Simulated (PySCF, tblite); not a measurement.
# C5H9FOSi3: geometry, infrared bands and NMR shifts

What infrared bands and NMR shifts should C5H9FOSi3 (`C=C(F)[Si]1(C#CC)[SiH2]O[SiH2]1`) show?

The runs use tblite 0.8.0 and PySCF 2.14.0, with density-fitted response routines of our own; the level of theory stands in each step. All values are computed, except where a source is named. Atoms count from 0, in the outputs and in this text.

## Step 1: Starting geometry

19 atoms, charge 0, multiplicity 1; geometry from: force field or distance geometry start.

Bonds of the start (Å): C0–C1 1.33, C1–F2 1.34, C1–Si3 1.84, Si3–C4 1.82, C4–C5 1.20, C5–C6 1.47, Si3–Si7 2.21, Si7–O8 1.73, O8–Si9 1.71, Si9–Si3 2.21, C0–H10 1.09, C0–H11 1.09, C6–H12 1.11, C6–H13 1.10, C6–H14 1.12, Si7–H15 1.48, Si7–H16 1.45, Si9–H17 1.49, Si9–H18 1.45.

## Step 2: Relaxing the molecule with GFN2-xTB

The job: settings as JSON, then the geometry in Å.

```
{"job": {"kind": "relax", "xc": "GFN2-xTB", "basis": "xTB"}, "charge": 0, "multiplicity": 1}
C     -1.505400    -2.423500    -0.220700
C     -1.683100    -1.293600    -0.902300
F     -2.561500    -1.229000    -1.906300
Si    -0.674100     0.173100    -0.432700
C      1.059100    -0.189200    -0.005100
C      2.207200    -0.423000     0.237100
C      3.617700    -0.703700     0.537900
Si    -1.641800     1.700700     0.830600
O     -1.522500     2.892400    -0.416500
Si    -0.948700     1.949800    -1.726500
H     -0.791800    -2.466400     0.598400
H     -2.108400    -3.288200    -0.491600
H      4.134600     0.228900     0.860700
H      3.737000    -1.460100     1.322800
H      4.154400    -1.025700    -0.388700
H     -3.078400     1.498300     1.118500
H     -0.873700     1.999600     2.023400
H      0.378900     2.400100    -2.219100
H     -1.909400     1.668900    -2.781900
```

On the command line:

```console
> OMP_NUM_THREADS=1 python probes_run.py task.json out
```

The driver reads the jobs from task.json and runs them one after another.

**Question.** This job is followed by: GFN2-xTB harmonic vibrations, gas phase; GIAO PBE0/pcSseg-1 NMR shielding, non-relativistic, gas phase. What will the session give for the following? strongest single infrared mode (GFN2-xTB); zero-point energy (GFN2-xTB); 13C shifts against TMS (PBE0/pcSseg-1); 1H shifts against TMS (PBE0/pcSseg-1, means over atoms taken as alike); 19F shifts against CFCl3 (PBE0/pcSseg-1); 29Si shifts against TMS (PBE0/pcSseg-1, means over atoms taken as alike); 17O shifts against H2O (PBE0/pcSseg-1).

The runs gave:

```
                                                                quantity                               value
                               strongest single infrared mode (GFN2-xTB)                746 cm⁻¹, 919 km/mol
                                            zero-point energy (GFN2-xTB)                       73.7 kcal/mol
                                  13C shifts against TMS (PBE0/pcSseg-1)  180.4, 123.0, 114.9, 79.1, 6.5 ppm
  1H shifts against TMS (PBE0/pcSseg-1, means over atoms taken as alike)    5.97, 5.90, 5.71, 5.53, 2.20 ppm
                                19F shifts against CFCl3 (PBE0/pcSseg-1)                           -98.7 ppm
29Si shifts against TMS (PBE0/pcSseg-1, means over atoms taken as alike)                      7.2, -10.6 ppm
                                  17O shifts against H2O (PBE0/pcSseg-1)                            62.1 ppm
```

In words: Relaxing lowered the energy by 1.080 eV in 123 steps; the close pair that moved most is Si3–Si7, from 2.206 to 2.358 Å. All 51 modes are real, so the xTB geometry is a minimum. The strongest single mode, at 746 cm⁻¹, has its largest shares on O8, H17, H18 and H15 (the list is cut at 4 atoms). Unscaled tight-binding wavenumbers are off by several per cent, some by more. Its intensities can rank the bands wrongly. At PBE0/pcSseg-1: Shielding is most anisotropic at C5 (span 270 ppm, paramagnetic term -212 ppm).
